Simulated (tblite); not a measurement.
# H46Si31: the cost of one run

Programs: tblite 0.8.0 and PySCF 2.14.0, with routines of our own; each step states its level. All values are computed. Atoms count from 0.

### Step 1. The starting structure

77 atoms, charge 0, multiplicity 1; geometry from: force field, distance geometry or constructed start.

### Step 2. Optimising the geometry with GFN2-xTB

Job settings and geometry (Å):

```
{"job": {"kind": "relax", "xc": "GFN2-xTB", "basis": "xTB"}, "charge": 0, "multiplicity": 1}
Si     6.492400     0.099400    -0.401100
Si     4.555600     1.217400     0.343600
Si     2.635300     0.098900    -0.398500
Si     2.629400    -2.121500     0.344300
Si     4.557800    -3.240600    -0.396100
Si     6.484200    -2.126400     0.347900
Si     0.701500    -3.237700    -0.402800
Si     0.704800    -5.463800     0.352000
Si     2.632800    -6.582200    -0.399900
Si     4.556000    -5.467300     0.352100
Si    -5.086900     0.100000    -0.401600
Si    -7.016100     1.212800     0.350500
Si    -8.945700     0.101900    -0.394500
Si    -8.940100    -2.126500     0.347800
Si    -7.015800    -3.234300    -0.399300
Si    -5.086700    -2.125300     0.356800
Si     0.701800     3.443800    -0.398600
Si    -1.228500     4.552000     0.349500
Si    -3.156700     3.443700    -0.397000
Si    -3.153300     1.215700     0.353200
Si    -1.229700     0.105000    -0.398000
Si     0.700500     1.216300     0.350300
Si     8.419700     3.446500    -0.392900
Si     6.483300     4.551100     0.349000
Si     4.559300     3.444500    -0.398600
Si     8.410200     1.213900     0.353000
Si    -1.226700    -2.123600     0.349800
Si    -5.085400     4.556000     0.351700
Si    -7.013000     3.442300    -0.401500
Si     2.631200     4.555800     0.353900
Si    -3.152500    -3.238800    -0.400600
H      6.485600     0.102500    -1.839300
H      4.557800     1.214900     1.788600
H      2.632200     0.099900    -1.835800
H      2.631300    -2.124100     1.787200
H      4.559300    -3.237200    -1.842400
H      6.486700    -2.125800     1.786400
H      7.665100    -2.802700    -0.129100
H      0.702500    -3.243300    -1.839600
H      0.696600    -5.463100     1.791700
H     -0.475400    -6.148200    -0.122700
H      2.636000    -6.585700    -1.835800
H      2.635000    -7.937800     0.073900
H      4.561400    -5.467000     1.788700
H      5.731800    -6.144200    -0.124100
H     -5.086700     0.102800    -1.842900
H     -7.011200     1.214900     1.789900
H     -8.942600     0.103800    -1.837200
H    -10.117400     0.781000     0.077700
H     -8.940400    -2.125200     1.792500
H    -10.119900    -2.812500    -0.123400
H     -7.007000    -3.238100    -1.839800
H     -7.014000    -4.598500     0.077600
H     -5.088200    -2.127500     1.787500
H      0.702100     3.441000    -1.838000
H     -1.227900     4.558400     1.791100
H     -1.220800     5.908400    -0.128400
H     -3.153400     3.449500    -1.840200
H     -3.156000     1.214100     1.794500
H     -1.228300     0.103200    -1.840500
H      0.697600     1.215700     1.792000
H      8.420200     3.441600    -1.841400
H      9.594600     4.121900     0.078300
H      6.487300     4.558900     1.791600
H      6.493200     5.917400    -0.124500
H      4.553900     3.443700    -1.838200
H      8.418700     1.217900     1.789300
H      9.595400     0.533700    -0.120600
H     -1.231400    -2.131200     1.785500
H     -5.087500     4.552000     1.796400
H     -5.085800     5.910100    -0.123200
H     -7.015400     3.438200    -1.836900
H     -8.188300     4.119900     0.081700
H      2.630500     4.560300     1.792000
H      2.634800     5.914400    -0.130200
H     -3.148800    -3.241000    -1.840100
H     -3.158200    -4.598700     0.078200
```

Run with:

```
> OMP_NUM_THREADS=4 python large_run.py task.json out
```

The driver reads the jobs from task.json and runs them one after another.

**Question.** How long does this first job take on 4 threads of Arm Neoverse N1, shared host, and how much memory does it need?

About 29 s, with a peak of 0.14 GiB.
